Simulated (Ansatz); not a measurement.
# C2H9AlFN: the cost of one run

All numbers below are computed with Ansatz 0.2.0 (UKS PBE0-D4/6-31G).

### Step 1. Starting point

Bond lengths: Al1–F2 2.110 Å, Al1–H3 1.537 Å, Al1–H4 1.536 Å, Al1–N6 2.238 Å, N6–C7 1.449 Å, N6–C8 1.447 Å, C7–H9 1.091 Å, C7–H10 1.098 Å, C7–H11 1.095 Å, C8–H12 1.092 Å, C8–H13 1.095 Å, C8–H14 1.097 Å. Angles (14 of 21 angles, heavy atoms first): F2–Al1–N6 69.5°, Al1–N6–C7 120.2°, Al1–N6–C8 123.7°, C7–N6–C8 113.7°, F2–Al1–H3 110.2°, F2–Al1–H4 113.0°, H3–Al1–N6 117.7°, H4–Al1–N6 113.5°, N6–C7–H9 108.8°, N6–C7–H10 111.3°, N6–C7–H11 111.1°, N6–C8–H12 108.9°, N6–C8–H13 111.1°, N6–C8–H14 111.3°.

Structure file:

```xyz
14

Al   -1.3266   -1.4708    0.4838
F    -2.3097    0.2698   -0.1916
H    -1.5371   -2.6212   -0.5132
H    -1.4669   -1.6890    1.9978
H    -1.1157    0.4654   -0.2309
N     0.1619    0.1115   -0.0551
C     0.7603    0.9308    0.9793
C     0.8829    0.1409   -1.3098
H     0.1713    0.8301    1.8926
H     0.7832    1.9889    0.6870
H     1.7869    0.6134    1.1889
H     0.3634   -0.4929   -2.0309
H     1.9038   -0.2370   -1.1871
H     0.9423    1.1603   -1.7108
```

### Step 2. Run 1

150 steps of 0.5 fs at constant energy, with velocities drawn for 100 K.

File input.yaml:

```yaml
crystal:
  periodic: [false, false, false]
  atoms:
    - { symbol: Al, position_ang: [-1.3266, -1.4708, 0.4838] }
    - { symbol: F, position_ang: [-2.3097, 0.2698, -0.1916] }
    - { symbol: H, position_ang: [-1.5371, -2.6212, -0.5132] }
    - { symbol: H, position_ang: [-1.4669, -1.689, 1.9978] }
    - { symbol: H, position_ang: [-1.1157, 0.4654, -0.2309] }
    - { symbol: "N", position_ang: [0.1619, 0.1115, -0.0551] }
    - { symbol: C, position_ang: [0.7603, 0.9308, 0.9793] }
    - { symbol: C, position_ang: [0.8829, 0.1409, -1.3098] }
    - { symbol: H, position_ang: [0.1713, 0.8301, 1.8926] }
    - { symbol: H, position_ang: [0.7832, 1.9889, 0.687] }
    - { symbol: H, position_ang: [1.7869, 0.6134, 1.1889] }
    - { symbol: H, position_ang: [0.3634, -0.4929, -2.0309] }
    - { symbol: H, position_ang: [1.9038, -0.237, -1.1871] }
    - { symbol: H, position_ang: [0.9423, 1.1603, -1.7108] }
magnetization:
  spin_polarized: true
basis:
  gaussian: { orbitals: "6-31G" }
hamiltonian:
  xc: pbe0
  dispersion: d4
md:
  timestep: 0.5
  n_steps: 150
  ensemble: nve
  temperature: 100.0
  initial_velocities: maxwell_boltzmann
  seed: 991068
```

Started as:

```bash
$ ansatz run input.yaml --threads 1 --pin off --max-ram 2048MiB --backend cpu --events-out ev --progress --plain --runs-dir out
```

Q: Estimate wall time and peak memory on 1 thread of Arm Neoverse V1, shared host.

About 16 min, with a peak of 0.22 GiB.
